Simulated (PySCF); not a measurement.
# C5H5FS: the cost of one run

Computed with PySCF 2.14.0 and routines of our own; the level stands in each step. Atoms count from 0.

## 1. The system as given

12 atoms, charge 0, multiplicity 1; geometry from: GFN2-xTB.

## 2. Magnetic properties: GIAO wB97X-D/pcSseg-1

The job: settings as JSON, then the geometry in Å.

```
{"job": {"kind": "mag", "xc": "wB97X-D", "basis": "pcSseg-1", "isotopologues": 2}, "charge": 0, "multiplicity": 1}
F     -2.020755    -1.276618     0.904044
C     -1.496914    -0.310750     0.081916
C     -0.106982     0.086048     0.551626
C      1.050906    -0.815499     0.164843
C      1.655938     0.119361    -0.592919
C      0.618173     1.101144    -0.347501
S      0.273027     2.596056    -0.835915
H     -1.474460    -0.728422    -0.930079
H     -2.175345     0.548116     0.121707
H     -0.144043     0.360439     1.608212
H      1.262227    -1.836594     0.419296
H      2.559427     0.156034    -1.171259
```

With the program's defaults for keys left out, this is: GIAO wB97X-D/pcSseg-1 magnetisability, rotational g tensor and spin-rotation constants, non-relativistic, gas phase.

Command:

```console
OMP_NUM_THREADS=1 python excited_run.py task.json out
```

This one command runs all jobs of the session in turn.

**Question.** How long does this first job take on 1 thread of Arm Neoverse V1, shared host, and how much memory does it need?

About 25 s, with a peak of 0.75 GiB.
